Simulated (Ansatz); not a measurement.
# AlCo2: the cost of one run

Computed with Ansatz 0.2.0 (DFT PBE, scalar-relativistic, plane waves, PAW, unless a step's input says otherwise).

3 further runs of the same task are left out: 1 that didn't finish, 2 set aside as unsound or not needed.

### Step 1. The starting structure

It takes space group P6/mmm (No. 191, hexagonal). Conventional cell: a = 4.010 Å, b = 4.010 Å, c = 2.571 Å, α = 90.00°, β = 90.00°, γ = 120.00°. Around Al (site symmetry 6/mmm) lie 2 Al at 2.57 Å and 12 Co at 2.65 Å. Around Co (site symmetry -6m2) lie 5 Co at 2.32 to 2.57 Å and 6 Al at 2.65 Å.

Coordinates:

```xyz
3
Lattice="4.0098 0.0000 0.0000 -2.0049 3.4726 0.0000 0.0000 0.0000 2.5711" Properties=species:S:1:pos:R:3 pbc="T T T"
Al    0.0000    0.0000    0.0000
Co    0.0000    2.3150    1.2856
Co    2.0049    1.1575    1.2856
```

The cell was relaxed beforehand at this level, from a generated guess; it is a trial structure. At a tolerance of 0.05 Å it has space group P6/mmm (No. 191); it has 11.93 Å³/atom, an uncorrected energy of -0.15 eV/atom over the elements.

### Step 2. Bands, states and charges

Contents of input.yaml:

```yaml
crystal:
  lattice:
    - [4.0097579519, 0.0, 0.0]
    - [-2.004878976, 3.4725522494, 0.0]
    - [0.0, 0.0, 2.5711260477]
  atoms:
    - { symbol: Al, position: [0.0, 0.0, 0.0] }
    - { symbol: Co, position: [0.3333333333, 0.6666666667, 0.5], spin: 1.37 }
    - { symbol: Co, position: [0.6666666667, 0.3333333333, 0.5], spin: 1.37 }
basis:
  ecutwfc: 420
kpoints:
  mp_grid: { grid: [12, 12, 18] }
  band_path:
    path:
      - [[0.0, 0.0, 0.0], [0.5, 0.0, 0.0], [0.33333333, 0.33333333, 0.0], [0.0, 0.0, 0.0], [0.0, 0.0, 0.5], [0.5, 0.0, 0.5], [0.33333333, 0.33333333, 0.5], [0.0, 0.0, 0.5]]
      - [[0.5, 0.0, 0.5], [0.5, 0.0, 0.0]]
      - [[0.33333333, 0.33333333, 0.5], [0.33333333, 0.33333333, 0.0]]
    npoints: 14
hamiltonian:
  xc: pbe
scf:
  occupations: { method: gaussian, width: 0.1 }
  n_extra_bands: 7
output:
  forces: true
  stress: true
  eigenvalues: true
  populations: true
  dos: { projected: true, de: 0.02, nscf_kmesh: { grid: [15, 15, 22] } }
  bader: true
  write_density: true
  write_potential: true
  elf: true
  volumetric_format: npy
magnetization:
  spin_polarized: true
checkpoint:
  read: start.run
  write: ck
  compress: false
  write_wavefunctions: false
  write_every: 100000
```

Launch:

```console
$ ansatz run input.yaml --threads 1 --pin off --max-ram 2560MiB --backend cpu --events-out ev --progress --plain --runs-dir out
```

What time and memory should one allow on 1 thread of Arm Neoverse V2, shared host?

About 48 s, with a peak of 0.51 GiB.
